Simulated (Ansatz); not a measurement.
# AlClFH5OSi: the cost of one run

Method: RKS PBE0-D4/6-31G*, in Ansatz 0.2.0.

### Step 1. The structure to begin with

Bond lengths: Al1–Cl2 2.580 Å, Al1–O3 1.780 Å, O3–Si4 1.680 Å, Si4–H5 1.460 Å, Si4–H6 1.460 Å, Si4–H7 1.460 Å, Al1–H8 1.560 Å, Al1–F9 1.990 Å. Angles: Cl2–Al1–O3 120.0°, Cl2–Al1–H8 120.0°, Cl2–Al1–F9 71.6°, O3–Al1–H8 120.0°, O3–Al1–F9 96.8°, H8–Al1–F9 101.3°, Al1–O3–Si4 125.0°, O3–Si4–H5 109.5°, O3–Si4–H6 109.5°, O3–Si4–H7 109.5°, H5–Si4–H6 109.4°, H5–Si4–H7 109.4°, H6–Si4–H7 109.4°.

Structure file:

```xyz
10

Al    0.0000    0.0000    0.0000
Cl    0.0000    0.0000    2.5800
O     1.5415    0.0000   -0.8900
Si    2.3874   -1.3760   -1.3520
H     1.4599   -2.3514   -1.9176
H     3.3882   -1.0195   -2.3535
H     3.0504   -1.9546   -0.1870
H    -1.3510    0.0000   -0.7800
F     0.0892    1.8864    0.6275
H     0.0666    1.4094    1.7633
```

### Step 2. Pulling towards end A

Springs on the bonds that form and break draw the guess towards this end; the thresholds are loose.

File input.yaml:

```yaml
crystal:
  periodic: [false, false, false]
  atoms:
    - { symbol: Al, position_ang: [0.0, 0.0, 0.0] }
    - { symbol: Cl, position_ang: [0.0, 0.0, 2.58] }
    - { symbol: O, position_ang: [1.5415, 0.0, -0.89] }
    - { symbol: Si, position_ang: [2.3874, -1.376, -1.352] }
    - { symbol: H, position_ang: [1.4599, -2.3514, -1.9176] }
    - { symbol: H, position_ang: [3.3882, -1.0195, -2.3535] }
    - { symbol: H, position_ang: [3.0504, -1.9546, -0.187] }
    - { symbol: H, position_ang: [-1.351, 0.0, -0.78] }
    - { symbol: F, position_ang: [0.0892, 1.8864, 0.6275] }
    - { symbol: H, position_ang: [0.0666, 1.4094, 1.7633] }
basis:
  gaussian: { orbitals: "6-31G*" }
hamiltonian:
  xc: pbe0
  dispersion: d4
relax:
  f_tol: 0.15
  max_steps: 25
  restrain:
    - { distance: [0, 8], at: 2.89, k: 30.0 }
    - { distance: [9, 1], at: 2.57, k: 30.0 }
    - { distance: [0, 1], at: 2.23, k: 30.0 }
    - { distance: [9, 8], at: 0.92, k: 30.0 }
output:
  orbitals: {}
```

On the command line:

```bash
$ ansatz run input.yaml --threads 2 --pin off --max-ram 3072MiB --backend cpu --events-out ev --progress --plain --runs-dir out
```

What time and memory should one allow on 2 threads of Arm Neoverse N1, shared host?

About 1.8 min, with a peak of 0.21 GiB.
